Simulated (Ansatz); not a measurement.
# Li3ClO: the cost of one run

Program: Ansatz 0.2.0. Level of theory: DFT LDA, scalar-relativistic, plane waves, PAW. These are calculated values, not measurements.

### 1 The starting structure

The structure is cubic, space group Pm-3m (No. 221). The conventional cell has a = 3.908 Å, b = 3.908 Å, c = 3.908 Å, α = 90.00°, β = 90.00°, γ = 90.00°. Li (site symmetry 4/mmm) is surrounded by 2 O at 1.95 Å and 8 Li at 2.76 Å and 4 Cl at 2.76 Å. Around Cl (site symmetry m-3m) lie 12 Li at 2.76 Å. O (site symmetry m-3m) has 6 Li at 1.95 Å as nearest neighbours.

Structure file:

```cif
data_structure
_symmetry_space_group_name_H-M 'Pm-3m'
_symmetry_Int_Tables_number 221
_cell_length_a 3.9083
_cell_length_b 3.9083
_cell_length_c 3.9083
_cell_angle_alpha 90.000
_cell_angle_beta 90.000
_cell_angle_gamma 90.000
_cell_volume 59.70
loop_
_atom_site_label
_atom_site_type_symbol
_atom_site_symmetry_multiplicity
_atom_site_Wyckoff_symbol
_atom_site_fract_x
_atom_site_fract_y
_atom_site_fract_z
_atom_site_occupancy
Li1 Li 3 c 0.00000 0.50000 0.50000 1
Cl1 Cl 1 a 0.00000 0.00000 0.00000 1
O1 O 1 b 0.50000 0.50000 0.50000 1
```

Source of the structure: the Materials Project (structure only).

### 2 Probe: one point at the start

File input.yaml:

```yaml
crystal:
  lattice:
    - [3.908337, 0.0, 0.0]
    - [0.0, 3.908337, 0.0]
    - [0.0, 0.0, 3.908337]
  atoms:
    - { symbol: Li, position: [0.0, 0.5, 0.5] }
    - { symbol: Li, position: [0.5, 0.0, 0.5] }
    - { symbol: Li, position: [0.5, 0.5, 0.0] }
    - { symbol: Cl, position: [0.0, 0.0, 0.0] }
    - { symbol: O, position: [0.5, 0.5, 0.5] }
basis:
  ecutwfc: 420
kpoints:
  mp_grid: { grid: [6, 6, 6] }
hamiltonian:
  xc: lda
scf:
  occupations: { method: gaussian, width: 0.1 }
output:
  forces: true
  stress: true
  eigenvalues: true
```

What time and memory should one allow on 1 thread of an Arm CPU, shared host?

About 1.1 s, with a peak of 0.29 GiB.
